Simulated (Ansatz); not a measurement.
ScBPd₃, space group Pm-3m: a test of the smearing width, run with Ansatz 0.2.0, Python API.

Script `smear_scbpd3.py`:
```python
"""How the energy of ScBPd3 depends on the smearing."""

import ansatz as az
import numpy as np
from tabulate import tabulate

vectors = np.array([
    [4.234957, 0.0, 0.0],
    [0.0, 4.234957, 0.0],
    [0.0, 0.0, 4.234957],
])
cell = (
    az.Lattice.of(vectors)
    .atom("Sc", (0.0, 0.0, 0.0))
    .atom("B", (0.5, 0.5, 0.5))
    .atom("Pd", (0.0, 0.5, 0.5))
    .atom("Pd", (0.5, 0.5, 0.0))
    .atom("Pd", (0.5, 0.0, 0.5))
)

calc = (
    cell.calculation()
    .functional("PBE")
    .basis(420)
    .kpoints(6, 6, 6, center="gamma")
    .stress()
)

rows = []
for value in [0.3, 0.2, 0.1, 0.05]:
    data = calc.occupations("methfessel_paxton", width=value).run().report
    rows.append((value, data["free_energy_ev"] / len(data["lattice"]["sites"]), data["n_iterations"], sum(data["stress_gpa"][i][i] for i in range(3)) / 3, data["n_kpoints"]))

print(tabulate(rows, headers=["width (eV)", "F/atom (eV)", "iterations", "P (GPa)", "k-points"], floatfmt=".4f", tablefmt="plain"))

# differences from the last row
for row in rows[:-1]:
    shift = 1000 * (row[1] - rows[-1][1])
    print(f"{row[0]}: {shift:+.2f} meV/atom" + ("  (within 1 meV)" if abs(shift) < 1 else ""))
```

How much does the free energy per atom change between the narrowest and the widest smearing, and why?

Going from 0.05 to 0.3 eV changes F by +0.5 meV an atom. This scheme is built to cancel the term in the square of the width, so the shifts stay small and are partly the mesh's error. The pressure moves from -0.86 to -0.91 GPa.

What the script printed:

```console
$ python smear_scbpd3.py
  width (eV)    F/atom (eV)    iterations    P (GPa)    k-points
      0.3000     -4642.5994             6    -0.9092          20
      0.2000     -4642.6002             6    -0.8958          20
      0.1000     -4642.6004             6    -0.8810          20
      0.0500     -4642.6000             6    -0.8575          20
0.3: +0.55 meV/atom  (within 1 meV)
0.2: -0.20 meV/atom  (within 1 meV)
0.1: -0.38 meV/atom  (within 1 meV)
```

Spin is left out of this run. For a metal this k-point mesh is coarse: on a finer one energies can move by several to tens of meV an atom and pressures by half a GPa or more, differences at one mesh by less. The narrowest width needs the finest mesh, so the last row is no converged reference. Pressure is positive in compression. The structure comes from a database of computed cells and needn't be a stable or known phase. Cost: about 7 core-seconds.

(Lines on the test bed's own set-up are left out of the output.)
